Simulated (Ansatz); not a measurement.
**SnN₂H₆: a ladder of functionals and wavefunction methods**

How much do the methods differ for SnN₂H₆? The plan is to run it at one geometry with functionals of several rungs and with coupled cluster, and see how far each lands from CCSD(T) at the basis-set limit for the atomisation energy.

Program: Ansatz 0.2.0, Gaussian basis. Level of theory: functionals in def2-TZVPP, the program's frozen cores in correlated methods. These are calculated values, not measurements.

The runs, in order: LDA (SPW92), PBE-D4, revPBE-D4, BLYP-D4, r2SCAN-D4, B97M-V, PBE0-D4, B3LYP-D4, r2SCANh-D4, r2SCAN0-D4, HSE06-D4, BHLYP-D4, CAM-B3LYP-D4, LC-ωPBE, ωB97X-V, ωB97M-V, B2PLYP, PBE-QIDH; CCSD(T)/def2-SVP; CCSD(T)/def2-TZVPP; MP2/def2-QZVPP; extrapolation to the limit; RPA on PBE.

**1. The relaxed structure**

All runs share one geometry, relaxed beforehand with PBE0-D4 in a triple-zeta def2 set. Sn takes the def2 core potential; no spin-orbit term is included.

SMILES `[NH2][SnH2][NH2]`, 9 atoms, charge 0, spin multiplicity 1.

Atoms are counted from 1 here; the program's logs count them from 0.

Bond lengths: N1–Sn2 2.021 Å, N1–H4 1.011 Å, N1–H5 1.012 Å, Sn2–N3 2.021 Å, Sn2–H6 1.714 Å, Sn2–H7 1.714 Å, N3–H8 1.012 Å, N3–H9 1.011 Å. Angles: Sn2–N1–H4 114.6°, Sn2–N1–H5 113.7°, H4–N1–H5 108.1°, N1–Sn2–N3 101.5°, N1–Sn2–H6 116.6°, N1–Sn2–H7 105.1°, N3–Sn2–H6 105.2°, N3–Sn2–H7 116.6°, H6–Sn2–H7 111.8°, Sn2–N3–H8 113.6°, Sn2–N3–H9 114.6°, H8–N3–H9 108.1°.

**2. LDA**

This LDA is Slater exchange with PW92 correlation.

File in.yaml:

```yaml
crystal:
  periodic: [false, false, false]
  atoms:
    - {symbol: N, position_ang: [-1.100394, 0.202315, -1.246275]}
    - {symbol: Sn, position_ang: [0.588492, 0.295381, -0.139623]}
    - {symbol: N, position_ang: [0.055788, -0.764473, 1.497206]}
    - {symbol: H, position_ang: [-0.999704, 0.533702, -2.196463]}
    - {symbol: H, position_ang: [-1.887267, 0.681017, -0.827786]}
    - {symbol: H, position_ang: [1.034659, 1.840937, 0.452850]}
    - {symbol: H, position_ang: [1.810662, -0.384833, -1.130955]}
    - {symbol: H, position_ang: [-0.123262, -1.741833, 1.306853]}
    - {symbol: H, position_ang: [0.709528, -0.708512, 2.266894]}
basis:
  gaussian: {orbitals: def2-TZVPP}
hamiltonian: {xc: lda}
output: {orbitals: {seedname: orbitals}}
```

Started as:

```sh
> ansatz run in.yaml --threads 4 --pin off --events-out ev --progress --plain --max-ram 10444MiB
```

Further steps of the session: PBE-D4 (GGA); revPBE-D4 (GGA); BLYP-D4 (GGA); r2SCAN-D4 (meta-GGA); B97M-V (meta-GGA); PBE0-D4 (hybrid); B3LYP-D4 (hybrid); r2SCANh-D4 (hybrid); r2SCAN0-D4 (hybrid); HSE06-D4 (hybrid); BHLYP-D4 (hybrid); CAM-B3LYP-D4 (range-separated); LC-ωPBE (range-separated); ωB97X-V (range-separated); ωB97M-V (range-separated); B2PLYP (double hybrid); PBE-QIDH (double hybrid); CCSD(T) in def2-SVP; CCSD(T) in def2-TZVPP; MP2 in def2-QZVPP; RPA on PBE orbitals.

Before running them: what should the planned runs give, taken together? Wanted: atomisation energy, CCSD(T)/CBS; farthest beyond LDA; mean size of error, GGA; mean size of error, meta-GGA; mean size of error, hybrid; mean size of error, range-separated; mean size of error, double hybrid; gap, smallest and largest; T1 diagnostic.

**Answer**, as computed:

| quantity | value |
| --- | --- |
| atomisation energy, CCSD(T)/CBS | 2641.6 kJ/mol |
| functionals within 26.4 kJ/mol (1.0 %) | PBE-D4, BLYP-D4, B97M-V, B3LYP-D4, CAM-B3LYP-D4, ωB97X-V, ωB97M-V |
| farthest beyond LDA | BHLYP-D4 (-106.9 kJ/mol) |
| mean size of error, GGA | 26.7 kJ/mol |
| mean size of error, meta-GGA | 28.6 kJ/mol |
| mean size of error, hybrid | 68.0 kJ/mol |
| mean size of error, range-separated | 16.5 kJ/mol |
| mean size of error, double hybrid | 70.7 kJ/mol |
| gap, smallest and largest | 4.89 eV (BLYP-D4), 11.79 eV (LC-ωPBE) |
| T1 diagnostic | 0.0123 |
| triples share of the correlation energy | 3.3 % |

**Reading.** LDA overbinds by 367.5 kJ/mol (14 %). PBE-D4 is off by +6.1 kJ/mol. Double hybrids carry the basis error of their MP2 part in triple zeta, and no dispersion term here, so their miss is partly the set-up's. Taken by rung, range-separated functionals do best (16.5 kJ/mol on average) and double hybrid ones worst beyond LDA (70.7 kJ/mol). The gap between the best rungs is small, so their order is not settled. The reference freezes the cores and leaves out spin-orbit coupling and excitations past (T), and its outer-core shells are covered unevenly, so misses under about 26.4 kJ/mol can't be ranked. All levels share the lack of spin-orbit coupling, which lowers the free heavy atoms and so the true binding. Hartree-Fock recovers 64 % of the binding; the rest is correlation. CCSD(T) in def2-SVP is off by -271.2 kJ/mol, worse than the median functional, from the basis alone. The gap grows from 4.9 to 11.8 eV across the functionals, mostly with the share of exact exchange. Correlated methods include outer-core shells of Sn, which these sets cover unevenly.
